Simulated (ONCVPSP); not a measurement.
# An ONCV potential for silicon, from input to tests

Task: generate the file, and judge it by its errors in other configurations, its logarithmic derivatives, its ghosts and its cutoff.

Program: ONCVPSP 4.0.1.1 (patched build). Reference atom: PBEsol, scalar-relativistic, spherical and spin-unpolarised. All values are calculated.

**1. Settings**

Typed settings, in words:

```
element                 : silicon (Si, Z = 14)
type                    : optimised norm-conserving Vanderbilt (ONCV)
frozen core             : [Ne]
valence charge          : 4
reference configuration : 3s2 3p2
partial waves           : 3s: rc 1.60 bohr, ncon 3, nbas 7, qcut 3.7 1/bohr, 1 projector; 3p: rc 1.50 bohr, ncon 4, nbas 8, qcut 4.3 1/bohr, local; d scattering state at 0.11 Ha: rc 1.54 bohr, ncon 4, nbas 7, qcut 5.1 1/bohr, 2 projectors, debl 0.9 Ha
local potential         : the p channel
core correction         : not asked for
```

The nodes and maxima of the atom's own shells, from an earlier all-electron run, set the scale for the radii.

All-electron outer shells of the reference configuration (PBEsol, scalar-relativistic, ld1.x):

| shell | level (eV) | outermost node (bohr) | outermost maximum (bohr) |
| --- | --- | --- | --- |
| 2s | -139.13 | 0.15 | 0.45 |
| 2p | -95.42 | – | 0.39 |
| 3s | -10.77 | 0.72 | 1.80 |
| 3p | -4.06 | 0.72 | 2.17 |

**2. Generating the potential**

Contents of Si.dat:

```
# ATOM AND REFERENCE CONFIGURATION
# atsym  z   nc   nv     iexc    psfile
  Si 14.00    3    2  -116133      upf
#
#   n    l    f
    1    0    2.00
    2    0    2.00
    2    1    6.00
    3    0    2.00
    3    1    2.00
#
# PSEUDOPOTENTIAL AND OPTIMIZATION
# lmax
    2
#
#   l,   rc,      ep,       ncon, nbas, qcut
    0    1.60    0.00    3    7    3.70
    1    1.50    0.00    4    8    4.30
    2    1.54    0.11    4    7    5.10
#
# LOCAL POTENTIAL
# lloc, lpopt,  rc(5),   dvloc0
    1    5    1.50    0.00
#
# VANDERBILT-KLEINMAN-BYLANDER PROJECTORs
# l, nproj, debl
    0    1    3.80
    1    0    0.40
    2    2    0.90
#
# MODEL CORE CHARGE
# icmod, fcfact, rcfact
    0    0.00    0.00
#
# LOG DERIVATIVE ANALYSIS
# epsh1, epsh2, depsh
   -2.00    5.00    0.02
#
# OUTPUT GRID
# rlmax, drl
    6.00    0.01
#
# TEST CONFIGURATIONS
# ncnf
    4
# nvcnf
#   n    l    f
    2
    3    0    2.00
    3    1    1.00
#
    2
    3    0    2.00
    3    1    0.00
#
    2
    3    0    1.00
    3    1    0.00
#
    2
    3    0    2.00
    3    1    1.50
#
```

The run is started by

```console
oncvpsp.x < Si.dat > Si.out
```

Output in Si.out (without the consistency checks and plot data):

```text
ONCVPSP  (Optimized Norm-Conservinng Vanderbilt PSeudopotential)
scalar-relativistic version 4.0.1.1, modified

#   n    l    f        energy (Ha)
    1    0    2.00    -6.5499530E+01
    2    0    2.00    -5.1128559E+00
    2    1    6.00    -3.5067963E+00
    3    0    2.00    -3.9574212E-01
    3    1    2.00    -1.4909905E-01

Reference configufation results
  iterations    28
  all-electron total energy (Ha)   -2.89298588D+02

Begin loop to  construct optimized pseudo wave functions
and semi-local pseudopoentials for all angular momenta

Calculating optimized projector #   1

 for l=   0

    Fraction of norm inside rc  0.264992
    Optimizing pswf for qcut=   3.70 a_B^-1,  ecut=   6.86 Ha
    Residual kinetic energy error=  1.59D-03 Ha

    Energy error per electron        Cutoff
         Ha          eV             Ha
         0.01000     0.27211        4.70
         0.00100     0.02721        7.66
         0.00010     0.00272       42.57
         0.00001     0.00027       68.82

Calculating optimized projector #   1

 for l=   1

    Fraction of norm inside rc  0.111338
    Optimizing pswf for qcut=   4.29 a_B^-1,  ecut=   9.20 Ha
    Residual kinetic energy error=  5.45D-04 Ha

    Energy error per electron        Cutoff
         Ha          eV             Ha
         0.01000     0.27211        2.09
         0.00100     0.02721        3.68
         0.00010     0.00272       76.51
         0.00001     0.00027       94.02

   Wellstate for l =  2  n =  3
     eigenvalue =   0.1100
     asymptotic potential =   0.6100
     half-point radius = 10.7234

   Wellstate for l =  2  n =  4
     eigenvalue =   1.0100
     asymptotic potential =   1.5100
     half-point radius =  4.4006

Calculating optimized projector #   1

 for l=   2

    Fraction of norm inside rc  0.022747
    Optimizing pswf for qcut=   5.11 a_B^-1,  ecut=  13.07 Ha
    Residual kinetic energy error=  4.28D-04 Ha

    Energy error per electron        Cutoff
         Ha          eV             Ha
         0.01000     0.27211        4.04
         0.00100     0.02721       10.59
         0.00010     0.00272       29.00
         0.00001     0.00027       66.16

Calculating optimized projector #   2

 for l=   2

    Fraction of norm inside rc  0.168658
    Optimizing pswf for qcut=   5.11 a_B^-1,  ecut=  13.07 Ha
    Residual kinetic energy error=  7.27D-03 Ha

    Energy error per electron        Cutoff
         Ha          eV             Ha
         0.01000     0.27211       12.18
         0.00100     0.02721       18.31
         0.00010     0.00272       60.47
         0.00001     0.00027       98.75

Construct Vanderbilt / Kleinmman-Bylander projectors

B matrix Hermiticity error, ll=   2
   1   2    6.7089E-06

  Orthonormal projector coefficients -8.7520E+00 -2.0072E+00

Pseudoatom total energy   -3.734610

Diagnostic tests using Vanderbilt-Kleinman-Bylander pseudopotentials
  1 or more projectors used as specified by nproj input data

   l    rcore       rmatch      e in        delta e   norm test  slope test

   0   1.6062955   1.6550661  -0.3957421   0.0000265   1.0000262   0.9995553

   1   1.5039994   1.5496640  -0.1490990   0.0000026   1.0000105   1.0000098

   2   1.5404215   1.5871920   0.1100000   0.0000098   1.0000466   1.0000466
   2   1.5404215   1.5871920   1.0100000   0.0000147   1.0000724   1.0000724

 Testing for bound ghosts
   n   l    E NL Schr. Eq   E Basis Diag.   E Cutoff

   1   0       -0.395716       -0.382068     48.23

 Testing for highly-localized positive-energy ghosts
       l    <radius>/rc     E Basis Diag.   E Cutoff

Test configuration 0

   n   l     f        eae           eps        diff
   1   0  2.0000  -65.49952994
   2   0  2.0000   -5.11285586
   2   1  6.0000   -3.50679635
   3   0  2.0000   -0.39574212   -0.39571559    2.65D-05
   3   1  2.0000   -0.14909905   -0.14909645    2.59D-06

    Total energies and differences
      AE_ref= -2.89298588D+02  AE_tst= -2.89298588D+02  dif=  0.00D+00
      PS_ref= -3.73460962D+00  PS_tst= -3.73460962D+00  dif= -4.44D-16
      PSP excitation error=  4.44D-16

Test configuration 1

   n   l     f        eae           eps        diff
   1   0  2.0000  -65.85509005
   2   0  2.0000   -5.46168358
   2   1  6.0000   -3.85617563
   3   0  2.0000   -0.69776342   -0.69748583    2.78D-04
   3   1  1.0000   -0.42727566   -0.42717185    1.04D-04

    Total energies and differences
      AE_ref= -2.89298588D+02  AE_tst= -2.89015148D+02  dif=  2.83D-01
      PS_ref= -3.73460962D+00  PS_tst= -3.45119544D+00  dif=  2.83D-01
      PSP excitation error=  2.62D-05

Test configuration 2

   n   l     f        eae           eps        diff
   1   0  2.0000  -66.30401442
   2   0  2.0000   -5.89530211
   2   1  6.0000   -4.29091652
   3   0  2.0000   -1.04697095   -1.04603406    9.37D-04

    Total energies and differences
      AE_ref= -2.89298588D+02  AE_tst= -2.88428498D+02  dif=  8.70D-01
      PS_ref= -3.73460962D+00  PS_tst= -2.86476054D+00  dif=  8.70D-01
      PSP excitation error=  2.42D-04

Test configuration 3

   n   l     f        eae           eps        diff
   1   0  2.0000  -66.88270714
   2   0  2.0000   -6.44913824
   2   1  6.0000   -4.84567748
   3   0  1.0000   -1.44638062   -1.44162335    4.76D-03

    Total energies and differences
      AE_ref= -2.89298588D+02  AE_tst= -2.87182718D+02  dif=  2.12D+00
      PS_ref= -3.73460962D+00  PS_tst= -1.62129573D+00  dif=  2.11D+00
      PSP excitation error=  2.56D-03

Test configuration 4

   n   l     f        eae           eps        diff
   1   0  2.0000  -65.66461942
   2   0  2.0000   -5.27552261
   2   1  6.0000   -3.66967459
   3   0  2.0000   -0.53952563   -0.53941203    1.14D-04
   3   1  1.5000   -0.28109935   -0.28106620    3.32D-05

    Total energies and differences
      AE_ref= -2.89298588D+02  AE_tst= -2.89191702D+02  dif=  1.07D-01
      PS_ref= -3.73460962D+00  PS_tst= -3.62772563D+00  dif=  1.07D-01
      PSP excitation error=  2.39D-06
```

It took 3.3 s on 1 thread of Neoverse-N1, shared host.

All-electron and pseudo partial waves u(r) = r·R(r), from the program's wave files:

| r (bohr) | 3s AE | 3s PS |
| --- | --- | --- |
| 0.080 | 0.1590 | 0.0174 |
| 0.160 | -0.0292 | 0.0356 |
| 0.240 | -0.2148 | 0.0553 |
| 0.320 | -0.3171 | 0.0776 |
| 0.400 | -0.3371 | 0.1036 |
| 0.480 | -0.2957 | 0.1340 |
| 0.560 | -0.2149 | 0.1693 |
| 0.640 | -0.1122 | 0.2092 |
| 0.720 | -0.0005 | 0.2530 |
| 0.800 | 0.1115 | 0.2997 |
| 0.880 | 0.2181 | 0.3482 |
| 0.960 | 0.3160 | 0.3980 |
| 1.040 | 0.4033 | 0.4484 |
| 1.120 | 0.4795 | 0.4991 |
| 1.200 | 0.5444 | 0.5490 |
| 1.280 | 0.5987 | 0.5966 |
| 1.360 | 0.6429 | 0.6396 |
| 1.440 | 0.6775 | 0.6757 |
| 1.520 | 0.7034 | 0.7030 |
| 1.600 | 0.7213 | 0.7213 |
| 1.680 | 0.7322 | 0.7321 |
| 1.760 | 0.7368 | 0.7368 |
| 1.840 | 0.7360 | 0.7360 |
| 1.920 | 0.7305 | 0.7305 |
| 2.000 | 0.7210 | 0.7210 |
| 2.080 | 0.7083 | 0.7083 |

**3. The configuration tests of the same run**

Excitation and ionisation energies from 3s2 3p2, with the error of the potential.

| valence configuration | charge | ΔE all-electron (eV) | error AE − PS (meV) |
| --- | --- | --- | --- |
| 3s2 3p1 | +1 | 7.713 | +0.7 |
| 3s2 3p0 | +2 | 23.676 | +6.6 |
| 3s1 3p0 | +3 | 57.576 | +70 |
| 3s2 3p1.5 | +0.5 | 2.909 | +0.1 |

**4. Scattering by logarithmic derivatives**

Taken from the files of the generation run. The phase is arctan(r·R′/R) of the radial function R, unwrapped, with energies in Ha. A pole is an energy at which the radial function vanishes at the test radius. The pseudo phase is shifted by a multiple of π to meet the all-electron one at the reference energy. Levels narrower than the energy grid can be missing from the poles. The last column is the largest difference on the grid between −0.5 and +0.5 Ha.

| channel | radius (bohr) | reference (Ha) | poles AE | poles PS | window around the reference with phases within 0.05 rad (Ha) | largest difference near zero (rad) |
| --- | --- | --- | --- | --- | --- | --- |
| s | 1.63 | -0.40 | 2.67 | 2.41 | below 3.2 | 0.005 |
| p | 1.52 | -0.15 | 3.79 | 3.08 | below 2.3 | 0.013 |
| d | 1.56 | 0.11 | 3.16 | 3.16 | the whole range | 0.000 |

Phases (rad) along the scan:

| E (Ha) | p AE | p PS | s AE | s PS |
| --- | --- | --- | --- | --- |
| -1.98 | 1.093 | 1.052 | 0.938 | 0.925 |
| -1.62 | 1.006 | 0.974 | 0.779 | 0.767 |
| -1.26 | 0.887 | 0.861 | 0.519 | 0.509 |
| -0.90 | 0.709 | 0.692 | 0.106 | 0.101 |
| -0.54 | 0.434 | 0.427 | -0.403 | -0.403 |
| -0.18 | 0.031 | 0.031 | -0.810 | -0.810 |
| 0.18 | -0.424 | -0.430 | -1.065 | -1.068 |
| 0.54 | -0.786 | -0.805 | -1.222 | -1.228 |
| 0.90 | -1.025 | -1.054 | -1.326 | -1.334 |
| 1.26 | -1.180 | -1.215 | -1.400 | -1.411 |
| 1.62 | -1.285 | -1.325 | -1.456 | -1.470 |
| 1.98 | -1.361 | -1.406 | -1.501 | -1.519 |
| 2.34 | -1.419 | -1.469 | -1.539 | -1.563 |
| 2.70 | -1.466 | -1.522 | -1.573 | -1.605 |
| 3.06 | -1.505 | -1.569 | -1.605 | -1.649 |
| 3.42 | -1.539 | -1.613 | -1.636 | -1.700 |
| 3.78 | -1.570 | -1.658 | -1.668 | -1.768 |
| 4.14 | -1.599 | -1.707 | -1.704 | -1.877 |
| 4.50 | -1.629 | -1.765 | -1.745 | -2.112 |
| 4.86 | -1.659 | -1.840 | -1.796 | -2.870 |

**5. Plane-wave cutoff and ghosts**

From the same output: the cutoffs (Ha) at which the residual kinetic energy of the hardest occupied pseudo-wave falls to 1 and 0.1 mHa per electron are 7.7 Ha and 77 Ha.

The program's own ghost test: no bound ghost flagged; no localised positive-energy state flagged.

Cutoff (Ha) at which the first wave of each channel reaches a given error (Ha per electron):

| error | s | p | d |
| --- | --- | --- | --- |
| 1.0e-02 | 4.7 | 2.1 | 4.0 |
| 3.2e-03 | 6.1 | 2.7 | 7.1 |
| 1.0e-03 | 7.7 | 3.7 | 10.6 |
| 3.2e-04 | 16.6 | 28.6 | 14.1 |
| 1.0e-04 | 42.6 | 76.5 | 29.0 |
| 3.2e-05 | 51.2 | 86.8 | 57.3 |
| 1.0e-05 | 68.8 | 94.0 | 66.2 |

**6. Summary of results**

| quantity | value |
| --- | --- |
| cutoffs for 1 and 0.1 mHa per electron, occupied waves | 7.7 Ha and 77 Ha |
| bound ghosts | none found |
| GHOST(+) flags | none at low energy |
| largest test error (AE − PS) | +70 meV, for 3s1 3p0 |
| largest phase difference near zero energy, channels read | 0.013 rad |

What this shows: By total energies transferability is fair: the largest error is 70 meV on 57.6 eV, for 3s1 3p0. That test lies far up in energy; among those under 40 eV, nearer to bonding, the largest error is 6.6 meV. The potential is soft on the atom at that tolerance: the looser tolerance needs 7.7 Ha. The tighter tolerance needs 77 Ha, and converged work needs a cutoff nearer that. At the looser tolerance the 3s wave is the slowest; 3p needs 4 Ha. That counts occupied waves only; other projectors can need more. No bound ghost shows below the valence levels. Near zero energy the phases of the channels with partial waves agree within 0.013 rad. All of this concerns the isolated atom, not yet a solid.
